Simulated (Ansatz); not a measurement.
# AlBFH3O: ionisation energy by level of theory

Aim: the vertical ionisation energy of AlBFH3O, as cation minus neutral at the neutral's geometry, on several levels, and how well −ε(HOMO) stands in for it.

Method: unrestricted cation, the program's frozen cores in correlated methods; program: Ansatz 0.2.0, Gaussian basis.

The runs, in order: UKS PBE-D4/def2-TZVPP; UKS r2SCAN-D4/def2-TZVPP; UKS PBE0-D4/def2-TZVPP; UKS B3LYP-D4/def2-TZVPP; UKS wB97X-V/def2-TZVPP; UKS wB97M-V/def2-TZVPP; UKS B2PLYP/def2-TZVPP; UHF-CCSD(T)/def2-TZVPP; UHF-MP2/def2-QZVPP; extrapolation to the limit; then −ε(HOMO) from the neutral's earlier runs with LDA (SPW92), PBE-D4, revPBE-D4, BLYP-D4, r2SCAN-D4, B97M-V, PBE0-D4, B3LYP-D4, r2SCANh-D4, r2SCAN0-D4, HSE06-D4, BHLYP-D4, CAM-B3LYP-D4, LC-ωPBE, ωB97X-V, ωB97M-V.

**1. Structure used throughout**

An earlier PBE0-D4 in a triple-zeta def2 set relaxation fixed the geometry.

SMILES `O[BH][AlH][F]`, 7 atoms, charge 0, spin multiplicity 1.

Atoms are counted from 1 here; the program's logs count them from 0.

Bond lengths: O1–B2 1.355 Å, O1–H5 0.963 Å, B2–Al3 2.147 Å, B2–H6 1.209 Å, Al3–F4 1.659 Å, Al3–H7 1.588 Å. Angles: B2–O1–H5 113.9°, O1–B2–Al3 117.9°, O1–B2–H6 117.9°, Al3–B2–H6 124.2°, B2–Al3–F4 117.1°, B2–Al3–H7 128.4°, F4–Al3–H7 114.5°.

**2. Cation, UKS PBE-D4/def2-TZVPP**

in.yaml reads:

```yaml
crystal:
  periodic: [false, false, false]
  atoms:
    - {symbol: O, position_ang: [-1.643356, 0.482704, -0.074204]}
    - {symbol: B, position_ang: [-0.311434, 0.690808, 0.066455]}
    - {symbol: Al, position_ang: [0.985766, -1.019241, 0.010389]}
    - {symbol: F, position_ang: [1.958850, -1.186163, -1.323218]}
    - {symbol: H, position_ang: [-2.168420, 1.289048, -0.046925]}
    - {symbol: H, position_ang: [0.070338, 1.828398, 0.215689]}
    - {symbol: H, position_ang: [1.169456, -2.153552, 1.106114]}
basis:
  gaussian: {orbitals: def2-TZVPP}
total_charge: 1
magnetization: {spin_polarized: true, initial_magnetization: 1}
hamiltonian: {xc: pbe, dispersion: d4}
```

Command:

```
$ ansatz run in.yaml --threads 2 --pin off --events-out ev --progress --plain --max-ram 4352MiB
```

The runs that follow: Cation, UKS r2SCAN-D4/def2-TZVPP; Cation, UKS PBE0-D4/def2-TZVPP; Cation, UKS B3LYP-D4/def2-TZVPP; Cation, UKS wB97X-V/def2-TZVPP; Cation, UKS wB97M-V/def2-TZVPP; Cation, UKS B2PLYP (frozen core)/def2-TZVPP; Cation, UHF-CCSD(T)/def2-TZVPP; Cation, UHF-MP2/def2-QZVPP.

**Question.** What will the summary of the whole plan be? Wanted: ionisation energy, CCSD(T)/CBS; nearest functional by difference; nearest −ε(HOMO); −ε(HOMO) of PBE; T1 of the cation.

As calculated:

```
                        quantity               value
  ionisation energy, CCSD(T)/CBS             9.90 eV
nearest functional by difference  ωB97X-V (-0.18 eV)
                nearest −ε(HOMO)  LC-ωPBE (+0.05 eV)
                 −ε(HOMO) of PBE             6.05 eV
                T1 of the cation               0.023
```

In words: By cation minus neutral, the functionals miss by 0.65 eV at most. The PBE orbital energy is 3.9 eV too small: a semilocal HOMO is no ionisation energy. Among orbital estimates LC-ωPBE comes nearest. Hartree-Fock falls 0.80 eV short, as the neutral has more correlation energy than the cation.
